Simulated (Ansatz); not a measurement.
# BGeH₃ (quintet): the correlation ladder, cc-pVTZ

The task here is to estimate one member of a computed series from the others.

The runs use Ansatz 0.2.0, Gaussian basis; cc-pVTZ, core rule «outside noble gas», up to 15 orbitals frozen.

Plan: UHF; CCSD(T) on ROHF; CCSD(T) on UHF; BCCD(T) on ROHF; CCSDT(Q) on ROHF; CCSDT(Q) on UHF.

7 further runs of the same task are left out: 1 for a known fault of the program, 6 set aside as unsound or not needed.

### The system

The geometry is a PBE0/def2-TZVP stationary point (not a proven minimum) of the parent state, kept for this charge and spin. No spin-orbit coupling is included. The filled d shell of Ge may be among the frozen orbitals whatever the setting's name suggests; the logs give the count.

5 atoms, charge 0, spin multiplicity 5.

Atoms are counted from 1 here; the program's logs count them from 0.

Bond lengths: Ge1–B2 2.042 Å, Ge1–H3 1.540 Å, Ge1–H4 1.541 Å, Ge1–H5 1.540 Å. Angles: B2–Ge1–H3 113.2°, B2–Ge1–H4 102.7°, B2–Ge1–H5 113.2°, H3–Ge1–H4 109.4°, H3–Ge1–H5 108.8°, H4–Ge1–H5 109.4°.

The first run:

File in.yaml:

```yaml
crystal:
  periodic: [false, false, false]
  atoms:
    - {symbol: Ge, position_ang: [-0.001461, 0.000000, 0.237148]}
    - {symbol: B, position_ang: [0.029551, 0.000003, -1.804248]}
    - {symbol: H, position_ang: [0.648910, 1.252233, 0.854533]}
    - {symbol: H, position_ang: [-1.509666, -0.000094, 0.552300]}
    - {symbol: H, position_ang: [0.649065, -1.252153, 0.854532]}
basis:
  gaussian: {orbitals: cc-pVTZ}
magnetization: {spin_polarized: true, initial_magnetization: 4}
hamiltonian: {xc: hf}
output: {orbitals: {seedname: orbitals}}
```

Launch:

```console
$ ansatz run in.yaml --threads 1 --pin off --events-out ev --progress --plain --max-ram 4096MiB --backend cpu
```

Steps of the session up to this table: UHF; CCSD(T) on ROHF; CCSD(T) on UHF; BCCD(T) on ROHF; CCSDT(Q) on ROHF; CCSDT(Q) on UHF.

One of the session's tables, all rows but one given; the rest of the session is left out.

It belongs to the step «Misses and costs». 

```
   method  from UCCSDT(Q) (meV)
     ROHF               +4872.5
      UHF                     ?
     RMP2               +1054.1
     UMP2               +1038.3
    RCCSD                +168.5
    UCCSD                +163.9
 RCCSD(T)                 +39.3
 UCCSD(T)                 +36.0
  BCCD(T)                 +38.1
   RCCSDT                  +7.5
   UCCSDT                  +4.1
RCCSDT(Q)                  +3.7
UCCSDT(Q)                     0
```

Estimate the missing values for UHF.

**Answer.** from UCCSDT(Q) (meV): +4805.6. In the column «from UCCSDT(Q) (meV)» it lies between RMP2 (+1054.1) and ROHF (+4872.5).

Caveats from the session: Restricted and unrestricted rows rest on different reference determinants; where their highest levels disagree by more than a few hundredths of an eV, they describe different states and don't form one ladder.
